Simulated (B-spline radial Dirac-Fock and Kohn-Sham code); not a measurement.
**Elastic scattering of positrons by Zr**

The question: how strongly Zr scatters positrons elastically, and to which angles, at 4 energies.

Method: Dirac partial waves in the static field of the Dirac-Fock density, no polarisation or absorption; computed with B-spline radial Dirac-Fock and Kohn-Sham code, version 3.

### Step 1. What is computed

Atomic zirconium, [Kr] 4d2 5s2.

```
nuclear charge     : 40
electrons          : 40
mass number        : 90
nuclear rms radius : 4.2694 fm
```

Outer shells as boxes (Hund's rule, for the drawing alone; heavy ions are jj-coupled, and the calculation averages over the configuration):

```
[Kr] core
4d [↑ ][↑ ][  ][  ][  ]
5s [↑↓]
```

### Step 2. 250.0 eV

Settings, as recorded:

```ini
task = elastic
Z = 40
charge = 0
configuration = 1s2 2s2 2p6 3s2 3p6 3d10 4s2 4p6 4d2 5s2
mass_number = 90
rms_radius = 4.2694  # fm
projectile = positron
energy = 250.0  # eV
theta = [0, 1, 2, 3, 5, 7, 10, 15, 20, 25, 30, 40, 50, 60, 70, 80, 90, 100, 110, 120, 130, 140, 150, 160, 170, 180]  # deg
```

### Step 3. 418.0 eV

Recorded inputs:

```ini
task = elastic
projectile = positron
energy = 418.0  # eV
theta = [0, 1, 2, 3, 5, 7, 10, 15, 20, 25, 30, 40, 50, 60, 70, 80, 90, 100, 110, 120, 130, 140, 150, 160, 170, 180]  # deg
```

### Step 4. 7050 eV

Settings, as recorded:

```ini
task = elastic
projectile = positron
energy = 7050.0  # eV
theta = [0, 1, 2, 3, 5, 7, 10, 15, 20, 25, 30, 40, 50, 60, 70, 80, 90, 100, 110, 120, 130, 140, 150, 160, 170, 180]  # deg
```

### Step 5. 102000 eV

Settings, as recorded:

```ini
task = elastic
projectile = positron
energy = 102000.0  # eV
theta = [0, 1, 2, 3, 5, 7, 10, 15, 20, 25, 30, 40, 50, 60, 70, 80, 90, 100, 110, 120, 130, 140, 150, 160, 170, 180]  # deg
```

(Steps that only read results are left out.)

Before running it: what results should come out? Wanted: largest Sherman function.

**Answer**, as computed:

```
                quantity                     value
σ at 250.0 and 102000 eV      18.7 and 0.439 bohr²
    backward share there         2.97 and 0.0177 %
largest Sherman function  0.023 at 110°, 102000 eV
```

What this shows: The ratio of σ to the transport cross section, the collisions needed for the positron to lose its direction, goes from 8.3 at 250.0 eV to 390 at 102000 eV. The angular distributions show no deep diffraction minima on this grid. Spin polarisation by scattering stays small.
